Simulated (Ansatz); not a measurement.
Born–Oppenheimer molecular dynamics of a periodic cell of 14 atoms, Ta2O5 (start crystal Ta2O5, start structure P2/m, volume 1.15 times the crystal's). It starts from an unrelaxed structure (largest force component 0.29 eV/Å).

Theory: DFT PBEsol, scalar-relativistic, plane waves, PAW in Ansatz 0.2.0. Settings: accuracy low, PAW set soft_1, cutoff 250 eV, k mesh 2x2x2, fermi-dirac smearing 0.36 eV, no spin polarisation.

| Property | Result |
| --- | --- |
| ensemble | NVT, Langevin thermostat |
| time step | 0.75 fs |
| steps asked | 200 |
| set temperature | 4200 K |
| friction | 0.005 /fs |
| seed | 445770 |

Frames 1.5 fs apart, positions in Å, forces in eV/Å.

Velocities at 112.5 fs (Å/ps):

```
Ta -6.91 -4.94 0.59
Ta -0.24 -2.39 -1.26
O 0.64 16.56 18.18
O -4.12 7.25 -6.17
O 2.40 -16.87 15.15
O -14.87 4.44 19.30
O 15.17 17.95 -10.66
Ta -0.49 -0.51 1.14
Ta -0.85 -3.36 -1.58
O -18.13 2.00 -33.87
O 0.33 12.44 9.95
O 17.49 0.05 -8.61
O 24.03 -3.54 8.39
O -6.72 -18.41 5.27
```

```xyz
14
Lattice="-4.0246 -4.0469 0.0000 4.0246 -4.0469 0.0000 -1.9057 0.0000 6.8403" Properties=species:S:1:pos:R:3:forces:R:3 time_fs=112.5 energy_less_start_eV=5.569 T=3109
Ta 1.109 -4.281 5.150 -2.72 1.81 1.66
Ta 1.218 -4.114 1.377 -1.85 -4.92 -0.36
O -3.315 -6.194 5.520 0.74 -1.27 -0.35
O 1.416 -1.139 0.998 2.54 -6.51 -1.69
O -1.002 -4.223 5.114 1.52 -0.28 0.15
O 2.995 -3.599 0.967 -3.09 0.18 -1.26
O 1.079 -4.200 3.205 0.10 1.80 1.10
Ta -3.183 -4.405 5.560 0.69 -0.45 -2.02
Ta -3.451 -3.983 1.767 1.39 8.80 0.10
O -2.787 -1.706 6.179 -0.93 -0.40 -1.76
O 1.428 -6.012 1.821 -0.76 -0.21 -2.37
O -5.038 -3.953 5.719 -0.40 1.04 -1.14
O -0.470 -4.246 0.373 2.68 1.15 3.48
O -3.540 -4.321 3.471 0.13 -0.74 4.47
14
Lattice="-4.0246 -4.0469 0.0000 4.0246 -4.0469 0.0000 -1.9057 0.0000 6.8403" Properties=species:S:1:pos:R:3:forces:R:3 time_fs=114.0 energy_less_start_eV=5.404 T=3249
Ta 1.099 -4.288 5.151 -2.76 2.87 0.60
Ta 1.217 -4.118 1.374 -2.06 -4.84 -0.30
O -3.315 -6.169 5.544 0.64 -2.15 -0.36
O 1.410 -1.131 0.988 2.77 -6.73 -1.99
O -0.998 -4.249 5.140 1.83 -0.09 -0.07
O 2.974 -3.592 0.995 -1.96 0.25 -1.55
O 1.100 -4.173 3.188 -0.10 1.81 2.03
Ta -3.184 -4.406 5.562 1.14 0.14 -1.78
Ta -3.452 -3.988 1.764 0.83 9.11 1.34
O -2.815 -1.704 6.126 -0.58 -1.39 -0.92
O 1.425 -5.994 1.833 -0.70 -0.74 -2.40
O -5.013 -3.952 5.704 -1.17 1.10 -0.93
O -0.432 -4.249 0.385 1.82 1.20 2.91
O -3.548 -4.349 3.482 0.30 -0.54 3.43
14
Lattice="-4.0246 -4.0469 0.0000 4.0246 -4.0469 0.0000 -1.9057 0.0000 6.8403" Properties=species:S:1:pos:R:3:forces:R:3 time_fs=115.5 energy_less_start_eV=5.355 T=3245
Ta 1.088 -4.296 5.151 -2.82 4.27 -0.55
Ta 1.216 -4.123 1.371 -2.13 -4.66 -0.07
O -3.316 -6.148 5.569 0.55 -3.04 -0.34
O 1.402 -1.131 0.979 2.82 -6.68 -2.13
O -0.992 -4.277 5.166 2.06 0.11 -0.29
O 2.952 -3.584 1.018 -0.67 0.33 -1.77
O 1.117 -4.142 3.176 -0.27 1.78 2.78
Ta -3.184 -4.407 5.565 1.63 0.75 -1.63
Ta -3.452 -3.991 1.759 0.34 9.09 2.55
O -2.844 -1.703 6.068 -0.20 -2.75 0.05
O 1.417 -5.976 1.841 -0.62 -1.33 -2.35
O -4.989 -3.951 5.687 -1.90 1.17 -0.68
O -0.393 -4.248 0.396 0.73 1.22 2.25
O -3.553 -4.376 3.498 0.48 -0.26 2.17
14
Lattice="-4.0246 -4.0469 0.0000 4.0246 -4.0469 0.0000 -1.9057 0.0000 6.8403" Properties=species:S:1:pos:R:3:forces:R:3 time_fs=117.0 energy_less_start_eV=5.423 T=3338
Ta 1.078 -4.303 5.151 -2.85 5.81 -1.67
Ta 1.215 -4.130 1.369 -1.97 -4.32 0.33
O -3.316 -6.129 5.594 0.46 -3.85 -0.32
O 1.397 -1.138 0.966 2.53 -6.12 -1.94
O -0.986 -4.307 5.193 2.18 0.33 -0.49
O 2.930 -3.573 1.037 0.79 0.42 -1.89
O 1.132 -4.110 3.167 -0.42 1.71 3.45
Ta -3.184 -4.408 5.566 2.14 1.35 -1.41
Ta -3.452 -3.993 1.754 0.05 8.59 3.27
O -2.876 -1.706 6.011 0.18 -4.29 1.00
O 1.409 -5.957 1.844 -0.52 -2.06 -2.23
O -4.968 -3.947 5.669 -2.56 1.21 -0.42
O -0.353 -4.243 0.409 -0.66 1.21 1.37
O -3.558 -4.398 3.514 0.66 0.02 0.97
14
Lattice="-4.0246 -4.0469 0.0000 4.0246 -4.0469 0.0000 -1.9057 0.0000 6.8403" Properties=species:S:1:pos:R:3:forces:R:3 time_fs=118.5 energy_less_start_eV=5.653 T=3178
Ta 1.068 -4.309 5.152 -2.82 7.17 -2.60
Ta 1.213 -4.137 1.368 -1.50 -3.84 0.97
O -3.314 -6.113 5.617 0.37 -4.59 -0.30
O 1.394 -1.153 0.949 1.93 -5.08 -1.41
O -0.982 -4.338 5.222 2.23 0.56 -0.69
O 2.906 -3.559 1.055 2.40 0.55 -1.97
O 1.147 -4.078 3.161 -0.57 1.64 4.09
Ta -3.184 -4.409 5.568 2.65 1.91 -1.17
Ta -3.453 -3.996 1.751 0.01 7.62 3.52
O -2.908 -1.716 5.954 0.50 -5.70 1.73
O 1.402 -5.935 1.847 -0.40 -2.96 -2.05
O -4.949 -3.942 5.652 -3.16 1.26 -0.19
O -0.310 -4.238 0.424 -2.45 1.18 0.24
O -3.561 -4.419 3.533 0.81 0.29 -0.18
14
Lattice="-4.0246 -4.0469 0.0000 4.0246 -4.0469 0.0000 -1.9057 0.0000 6.8403" Properties=species:S:1:pos:R:3:forces:R:3 time_fs=120.0 energy_less_start_eV=5.926 T=2897
Ta 1.059 -4.313 5.153 -2.68 7.98 -3.10
Ta 1.211 -4.145 1.365 -0.55 -3.33 2.01
O -3.312 -6.104 5.636 0.33 -5.10 -0.28
O 1.397 -1.177 0.927 1.00 -3.51 -0.52
O -0.977 -4.366 5.249 2.17 0.79 -0.86
O 2.885 -3.547 1.065 3.91 0.67 -2.00
O 1.164 -4.047 3.161 -0.70 1.51 4.45
Ta -3.183 -4.411 5.569 2.98 2.33 -0.92
Ta -3.454 -3.998 1.749 0.30 6.13 3.31
O -2.941 -1.733 5.904 0.77 -6.60 2.06
O 1.396 -5.919 1.848 -0.33 -3.81 -1.81
O -4.936 -3.936 5.634 -3.59 1.25 0.02
O -0.267 -4.232 0.440 -4.54 1.13 -1.10
O -3.563 -4.439 3.554 0.94 0.55 -1.26
14
Lattice="-4.0246 -4.0469 0.0000 4.0246 -4.0469 0.0000 -1.9057 0.0000 6.8403" Properties=species:S:1:pos:R:3:forces:R:3 time_fs=121.5 energy_less_start_eV=6.135 T=2822
Ta 1.050 -4.316 5.152 -2.45 7.99 -3.10
Ta 1.210 -4.152 1.362 0.75 -2.88 3.37
O -3.312 -6.102 5.652 0.35 -5.20 -0.31
O 1.401 -1.207 0.906 0.05 -1.89 0.43
O -0.968 -4.393 5.277 2.00 1.01 -1.00
O 2.869 -3.534 1.069 5.02 0.72 -1.95
O 1.182 -4.015 3.168 -0.80 1.31 4.36
Ta -3.182 -4.412 5.570 3.02 2.43 -0.72
Ta -3.455 -3.998 1.747 0.67 4.58 2.88
O -2.976 -1.759 5.856 1.02 -6.72 1.94
O 1.389 -5.911 1.845 -0.29 -4.41 -1.57
O -4.927 -3.929 5.616 -3.79 1.19 0.21
O -0.233 -4.224 0.456 -6.60 1.09 -2.39
O -3.566 -4.458 3.571 1.06 0.79 -2.16
14
Lattice="-4.0246 -4.0469 0.0000 4.0246 -4.0469 0.0000 -1.9057 0.0000 6.8403" Properties=species:S:1:pos:R:3:forces:R:3 time_fs=123.0 energy_less_start_eV=6.248 T=2702
Ta 1.040 -4.317 5.154 -2.18 7.13 -2.71
Ta 1.208 -4.159 1.359 2.14 -2.50 4.70
O -3.309 -6.109 5.666 0.40 -4.92 -0.39
O 1.408 -1.241 0.885 -0.85 -0.37 1.34
O -0.956 -4.420 5.303 1.77 1.23 -1.10
O 2.857 -3.520 1.068 5.75 0.67 -1.84
O 1.201 -3.983 3.179 -0.89 1.07 4.08
Ta -3.180 -4.414 5.571 2.82 2.22 -0.54
Ta -3.456 -3.999 1.746 1.06 3.14 2.32
O -3.009 -1.798 5.812 1.27 -5.98 1.45
O 1.381 -5.910 1.840 -0.27 -4.80 -1.33
O -4.921 -3.921 5.603 -3.82 1.06 0.37
O -0.207 -4.217 0.468 -8.36 1.09 -3.50
O -3.565 -4.474 3.587 1.14 0.97 -2.86
14
Lattice="-4.0246 -4.0469 0.0000 4.0246 -4.0469 0.0000 -1.9057 0.0000 6.8403" Properties=species:S:1:pos:R:3:forces:R:3 time_fs=124.5 energy_less_start_eV=6.159 T=2641
Ta 1.032 -4.317 5.155 -1.91 5.49 -2.04
Ta 1.206 -4.167 1.357 3.36 -2.11 5.65
O -3.306 -6.123 5.682 0.50 -4.25 -0.54
O 1.412 -1.277 0.867 -1.56 0.86 2.07
O -0.940 -4.445 5.327 1.51 1.43 -1.15
O 2.856 -3.505 1.065 5.77 0.43 -1.64
O 1.215 -3.953 3.194 -0.95 0.79 3.58
Ta -3.178 -4.414 5.571 2.37 1.68 -0.41
Ta -3.457 -3.999 1.746 1.47 1.93 1.85
O -3.041 -1.848 5.771 1.55 -4.44 0.72
O 1.372 -5.915 1.833 -0.27 -4.90 -1.15
O -4.921 -3.911 5.596 -3.66 0.84 0.49
O -0.193 -4.212 0.474 -9.35 1.12 -4.07
O -3.563 -4.491 3.601 1.18 1.12 -3.36
14
Lattice="-4.0246 -4.0469 0.0000 4.0246 -4.0469 0.0000 -1.9057 0.0000 6.8403" Properties=species:S:1:pos:R:3:forces:R:3 time_fs=126.0 energy_less_start_eV=5.896 T=2990
Ta 1.022 -4.317 5.155 -1.56 3.73 -1.38
Ta 1.204 -4.175 1.355 4.17 -1.85 6.25
O -3.302 -6.143 5.698 0.61 -3.40 -0.74
O 1.415 -1.308 0.852 -2.04 1.69 2.56
O -0.918 -4.470 5.347 1.11 1.61 -1.14
O 2.864 -3.494 1.061 5.17 0.07 -1.41
O 1.226 -3.923 3.216 -0.99 0.46 2.75
Ta -3.176 -4.414 5.570 1.67 1.08 -0.35
Ta -3.459 -4.001 1.746 1.89 1.08 1.52
O -3.071 -1.904 5.732 1.86 -2.81 0.09
O 1.362 -5.930 1.822 -0.30 -4.60 -1.01
O -4.926 -3.903 5.591 -3.28 0.56 0.59
O -0.189 -4.205 0.474 -9.50 1.18 -4.12
O -3.561 -4.505 3.610 1.20 1.19 -3.60
14
Lattice="-4.0246 -4.0469 0.0000 4.0246 -4.0469 0.0000 -1.9057 0.0000 6.8403" Properties=species:S:1:pos:R:3:forces:R:3 time_fs=127.5 energy_less_start_eV=5.472 T=3253
Ta 1.010 -4.317 5.156 -1.10 2.24 -0.81
Ta 1.204 -4.182 1.355 4.17 -1.65 6.15
O -3.296 -6.170 5.713 0.71 -2.35 -0.99
O 1.415 -1.336 0.841 -2.33 2.18 2.84
O -0.894 -4.492 5.366 0.59 1.75 -1.07
O 2.881 -3.484 1.050 4.07 -0.44 -1.10
O 1.236 -3.894 3.242 -1.01 0.11 1.70
Ta -3.174 -4.413 5.570 0.80 0.37 -0.35
Ta -3.460 -4.004 1.744 2.27 0.51 1.28
O -3.104 -1.964 5.691 2.18 -1.41 -0.36
O 1.351 -5.951 1.809 -0.33 -3.96 -0.93
O -4.935 -3.897 5.589 -2.78 0.21 0.66
O -0.200 -4.196 0.469 -8.47 1.23 -3.40
O -3.562 -4.518 3.612 1.22 1.21 -3.60
14
Lattice="-4.0246 -4.0469 0.0000 4.0246 -4.0469 0.0000 -1.9057 0.0000 6.8403" Properties=species:S:1:pos:R:3:forces:R:3 time_fs=129.0 energy_less_start_eV=5.111 T=3670
Ta 0.998 -4.316 5.156 -0.50 1.14 -0.36
Ta 1.205 -4.190 1.355 3.80 -1.51 5.67
O -3.288 -6.198 5.727 0.77 -1.43 -1.25
O 1.410 -1.360 0.832 -2.48 2.45 3.00
O -0.870 -4.510 5.384 0.01 1.84 -0.95
O 2.905 -3.474 1.034 2.72 -1.00 -0.76
O 1.247 -3.866 3.272 -1.02 -0.24 0.55
Ta -3.174 -4.410 5.570 -0.11 -0.17 -0.43
Ta -3.459 -4.007 1.743 2.57 0.10 1.14
O -3.137 -2.025 5.646 2.49 -0.35 -0.61
O 1.339 -5.979 1.797 -0.36 -3.07 -0.88
O -4.949 -3.889 5.588 -2.28 -0.19 0.73
O -0.218 -4.188 0.459 -6.86 1.25 -2.28
O -3.564 -4.527 3.614 1.25 1.19 -3.57
```

Of the whole run (150 fs, mean temperature of the second half 2859 K): The mean temperature of the second half is 32 % below the set value. A run of 0.15 ps of so small a system gives no equilibrium averages. The plane-wave cutoff is below what these datasets need, so energies and pressures aren't converged. Limits of this set-up: coarse k mesh, PAW files made for another functional, low accuracy level.

Run time: 9.5 min on 1 thread of Arm Neoverse V2, with other jobs on the host, peak memory 0.45 GiB.
